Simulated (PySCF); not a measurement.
# YbF3(NH3): other functionals and bases at one geometry

One table from this session's results is given with a row withheld; the runs are named, their logs left out.

Method: several levels, as the steps say, no spin–orbit coupling; program: PySCF 2.14.0.

1 further run of the same task is left out (for a known fault of the program).

### Starting geometry

8 atoms, charge 0, spin multiplicity 1.

Bond lengths: Yb1–F2 1.989 Å, Yb1–F3 1.989 Å, Yb1–F4 1.989 Å, Yb1–N5 2.434 Å, N5–H6 1.022 Å, N5–H7 1.022 Å, N5–H8 1.022 Å. Angles: F2–Yb1–F3 118.2°, F2–Yb1–F4 118.2°, F2–Yb1–N5 97.7°, F3–Yb1–F4 118.2°, F3–Yb1–N5 97.7°, F4–Yb1–N5 97.7°, Yb1–N5–H6 112.3°, Yb1–N5–H7 112.3°, Yb1–N5–H8 112.3°, H6–N5–H7 106.6°, H6–N5–H8 106.6°, H7–N5–H8 106.6°.

Coordinates:

```tsv
atom	x (Å)	y (Å)	z (Å)
Yb1	0.09047	-0.09047	0.09047
F2	1.04929	1.36443	1.04929
F3	-1.36443	-1.04929	1.04929
F4	1.04929	-1.04929	-1.36443
N5	-1.31501	1.31501	-1.31501
H6	-1.92472	1.92472	-0.76605
H7	-0.76605	1.92472	-1.92472
H8	-1.92472	0.76605	-1.92472
```

Formal oxidation states: Yb +3. Each metal's 13 4f electrons lie in its core potential, so multiplicities, spins and levels count the valence alone. An earlier session relaxed this geometry at PBE0, Yb lcecp-1-SVP with ECP59, F def2-SVP, N def2-SVP, H def2-SVP (singlet, point group C3v).

At PBE0 on the finer grid: E = -395.170127 Eh, HOMO -9.62 eV, LUMO -0.76 eV, Mulliken charge on Yb1 +1.14 e, largest force component 0.003 eV/Å. 

Levels to run: M06-L; B3LYP; PBE0, TZVP. Hardware: 2 threads of Arm Neoverse V2, shared host.

The first run:

run.py (the lines that set the calculation)

```python
mol = gto.M(atom='''
Yb     0.09047    -0.09047     0.09047
F      1.04929     1.36443     1.04929
F     -1.36443    -1.04929     1.04929
F      1.04929    -1.04929    -1.36443
N     -1.31501     1.31501    -1.31501
H     -1.92472     1.92472    -0.76605
H     -0.76605     1.92472    -1.92472
H     -1.92472     0.76605    -1.92472''',
    basis={'Yb': 'lcecp-1-SVP', 'F': 'def2-SVP', 'N': 'def2-SVP', 'H': 'def2-SVP'},
    ecp={'Yb': 'lcecp-1-SVP'},
    charge=0, spin=0)
mf = dft.RKS(mol, xc='M06L')
mf.grids.atom_grid = (75, 302)  # f atoms: unpruned, at least (60, 302)
mf = mf.density_fit()  # fitting sets: Yb AutoAux, F def2-universal-JKFIT, N def2-universal-JKFIT, H def2-universal-JKFIT
mf.conv_tol = 1e-08; mf.max_cycle = 55
mf.kernel(dm0)  # dm0: the density of the relaxed state
```

Launch:

```sh
OMP_NUM_THREADS=2 python run.py
```

Among the steps run: M06-L; B3LYP; PBE0, TZVP.

One of the session's tables, all rows but one given; the rest of the session is left out.

| level | HOMO (eV) | gap (eV) | charge on Yb1 (e) | dipole (D) | largest force component (eV/Å) |
| --- | --- | --- | --- | --- | --- |
| PBE0 (relaxed here) | -9.62 | 8.86 | 1.14 | 5.97 | 0.00 |
| M06-L | ? | ? | ? | ? | ? |
| B3LYP | -9.29 | 8.17 | 1.06 | 5.94 | 0.14 |
| PBE0, TZVP | -9.79 | 8.80 | 1.61 | 5.95 | 0.22 |

**Question.** Estimate the row for M06-L.

As computed: HOMO (eV): -7.93; gap (eV): 7.34; charge on Yb1 (e): 1.28; dipole (D): 5.80; largest force component (eV/Å): 0.18. In the column «HOMO (eV)» it is the highest.

In one basis the HOMO–LUMO gap runs from 7.34 eV (M06-L) to 8.86 eV (PBE0). The largest leftover force, 0.22 eV/Å with PBE0, TZVP, stands at a geometry relaxed at another level. With 4f in the core, its levels are missing from HOMO and gap, and its count is fixed, so no charge can pass from the ligands into it. Total energies of different levels can't be compared.
